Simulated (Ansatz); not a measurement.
Run this with Ansatz 0.2.0, Python API and show what comes out.

`fermi_agau.py`:
```python
"""Area of the Fermi surface of AgAu."""

import warnings

import ansatz as az
from pymatgen.core import Lattice, Structure
from pymatgen.io.ase import AseAtomsAdaptor

FUNCTIONAL = "lda"
MIXING_BETA = 0.2
FILLING = "Marzari-Vanderbilt"

warnings.simplefilter("ignore", az.DeckWarning)

pmg_structure = Structure(
    Lattice([[1.45759, 0.84154, 4.73064], [-1.45759, 0.84154, 4.73064], [0.0, -1.68308, 4.73064]]),
    ["Ag", "Au"],
    [
        [0.0, 0.0, 0.0],
        [0.5, 0.5, 0.5],
    ],
)
structure = az.Crystal.from_ase(AseAtomsAdaptor.get_atoms(pmg_structure))

job = (
    structure.calculation()
    .functional(FUNCTIONAL)
    .mixing("msr1", beta=MIXING_BETA)
    .occupations(FILLING)
    .basis(24 * az.Ha, xc_grid=3)
    .kpoints(11)
    .eigenstates(nscf_kmesh=(12, 12, 12), level_slopes=True)
)
surface = job.run(threads=1).fermi_surface().to_plain()
for way, reading in surface.items():
    if reading:
        rho_lambda = [f"{v:.3e}" for v in reading["resistivity_times_mean_free_path_ohm_m2"]]
        print(f"{way:24s} area {reading['spin_summed_area_per_ang2']:8.3f} 1/A^2  rho*lambda (ohm m^2) {rho_lambda}")
```

```console
$ python fermi_agau.py
by_tetrahedra            area   35.344 1/A^2  rho*lambda (ohm m^2) ['8.176e-16', '8.176e-16', '9.784e-16']
by_slopes                area   33.363 1/A^2  rho*lambda (ohm m^2) ['8.872e-16', '8.872e-16', '9.807e-16']
on_every_second_point    area   34.283 1/A^2  rho*lambda (ohm m^2) ['8.476e-16', '8.476e-16', '9.953e-16']
```

These settings explore the input space; cutoff and mesh may be short of convergence. The mesh is modest for a metal, so energies can be off by several to tens of meV an atom and pressures by half a GPa or more; differences at equal mesh fare better. Spin-orbit coupling, which matters for elements this heavy, is left out. This cell is a computed structure, which may not be the phase found in nature. The three readings differ by the mesh error. Run time: 19 s on 1 thread of Arm Neoverse V1, with other jobs on the host, peak memory 0.55 GiB.
